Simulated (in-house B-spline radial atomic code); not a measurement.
# Nd⁺: numerical settings, good and bad

Which of these inputs for Nd⁺ still give the converged answer?

Method: scalar-relativistic (spin-free one-electron X2C) exchange-only LDA (Slater), spin-polarised, spherical fractional occupations, Fermi nucleus, basis-set limit. Code: in-house B-spline radial atomic code version 1.

### 1 Starting point

* element: neodymium (Z = 60)
* charge: +1
* electrons: 59
* configuration: [Xe] 4f4 6s1
* Hamiltonian: scalar-relativistic (X2C)
* nucleus: Fermi, rms radius 4.912 fm

The outer shells:

[Xe] 4f4 6s1
```
[Xe] core
4f [↑ ][↑ ][↑ ][↑ ][  ][  ][  ]
6s [↑ ]
```

Where spins are not typed, each open shell is filled with up spins first.

A run counts as converged when the orbital gradient is under the tolerance times 60 hartree (or under the basis's noise floor) and the energy moved by less than 1e-8 hartree times the root of its size. Energy differences under 3e-05 hartree are noise.

Settings of the run:

```ini
Z = 60
electrons = 59.0
configuration = [Xe] 4f4 6s1
hamiltonian = x2c
method = lda,
spin_polarised = True
nucleus = fermi
rms_radius = 4.9123
mass_number = 142
atomic_mass = 141.907728824
speed_of_light = 137.035999084
knot_spacing = 0.22
spline_order = 8
gauss_points = 12
box_radius = 35.29
max_iterations = 70
damping = 0.5
damped_steps = 3
diis_vectors = 10
tolerance = 1e-08
start = Thomas-Fermi
```

The reference is known from an earlier run: -9609.632290 hartree in all. Up to eight levels, counted from the top:

```
orbital  occupation  energy (eV)  <r> (bohr)
  4d up           5      -121.83      0.7084
4d down           5      -118.68      0.7084
  5s up           1      -45.917       1.469
5s down           1      -43.747       1.482
  5p up           3      -27.511       1.725
5p down           3      -25.688       1.740
  6s up           1       -8.190       4.014
  4f up           4       -7.472       1.102
```

### 2 Spline order 4; Gauss points an interval 16; first knot 1.67e-06; cap on iterations 60; damping (share of the old matrix) 0

Settings of the run:

```ini
Z = 60
electrons = 59.0
configuration = [Xe] 4f4 6s1
hamiltonian = x2c
method = lda,
spin_polarised = True
nucleus = fermi
rms_radius = 4.9123
mass_number = 142
atomic_mass = 141.907728824
speed_of_light = 137.035999084
knot_spacing = 0.22
spline_order = 4
gauss_points = 16
box_radius = 35.29
first_knot = 1.67e-06
max_iterations = 60
damping = 0
damped_steps = 3
diis_vectors = 10
tolerance = 1e-08
start = Thomas-Fermi
```

Started as:

```bash
$ python run_scf.py task.json out
```

One command runs all members of the session, one after another, from task.json.

### 3 Knot spacing (logarithmic) 1.4; Gauss points an interval 6; cap on iterations 50; convergence tolerance 1e-10

Settings of the run:

```ini
Z = 60
electrons = 59.0
configuration = [Xe] 4f4 6s1
hamiltonian = x2c
method = lda,
spin_polarised = True
nucleus = fermi
rms_radius = 4.9123
mass_number = 142
atomic_mass = 141.907728824
speed_of_light = 137.035999084
knot_spacing = 1.4
spline_order = 8
gauss_points = 6
box_radius = 35.29
max_iterations = 50
damping = 0.5
damped_steps = 3
diis_vectors = 10
tolerance = 1e-10
start = Thomas-Fermi
```

### 4 Cap on iterations 12; convergence tolerance 1e-10

Changes to the settings of step 3:

```diff
@@ -11,7 +11,7 @@
 speed_of_light = 137.035999084
-knot_spacing = 1.4
+knot_spacing = 0.22
 spline_order = 8
-gauss_points = 6
+gauss_points = 12
 box_radius = 35.29
-max_iterations = 50
+max_iterations = 12
 damping = 0.5
```

### 5 Configuration [Xe] 4f4 6s1 8s2 8p6

Settings of the run:

```ini
Z = 60
electrons = 67.0
configuration = [Xe] 4f4 6s1 8s2 8p6
hamiltonian = x2c
method = lda,
spin_polarised = True
nucleus = fermi
rms_radius = 4.9123
mass_number = 142
atomic_mass = 141.907728824
speed_of_light = 137.035999084
knot_spacing = 0.22
spline_order = 8
gauss_points = 12
box_radius = 35.29
max_iterations = 50
damping = 0.5
damped_steps = 3
diis_vectors = 10
tolerance = 1e-08
start = Thomas-Fermi
```

**Question.** Which of these runs converge to the reference energy, which miss it and by about how much, and which fail?

**Answer**, as computed:

| run | outcome | iterations | energy less the reference (hartree) |
| --- | --- | --- | --- |
| reference | converged | 11 | 0 |
| spline order 4; Gauss points an interval 16; first knot 1.67e-06; cap on iterations 60; damping (share of the old matrix) 0 | converged | 14 | +0.00628 |
| knot spacing (logarithmic) 1.4; Gauss points an interval 6; cap on iterations 50; convergence tolerance 1e-10 | converged | 10 | +583 |
| cap on iterations 12; convergence tolerance 1e-10 | converged | 11 | below noise |
| Configuration [Xe] 4f4 6s1 8s2 8p6 | not converged | 50 | - |

Of 4 changed inputs, 1 gave the reference energy within 3e-05 hartree, 2 converged to another value and 1 did not converge. The worst converged miss is +583 hartree (knot spacing (logarithmic) 1.4; Gauss points an interval 6; cap on iterations 50; convergence tolerance 1e-10): that the iterations converge says nothing of the basis, the quadrature or the box.
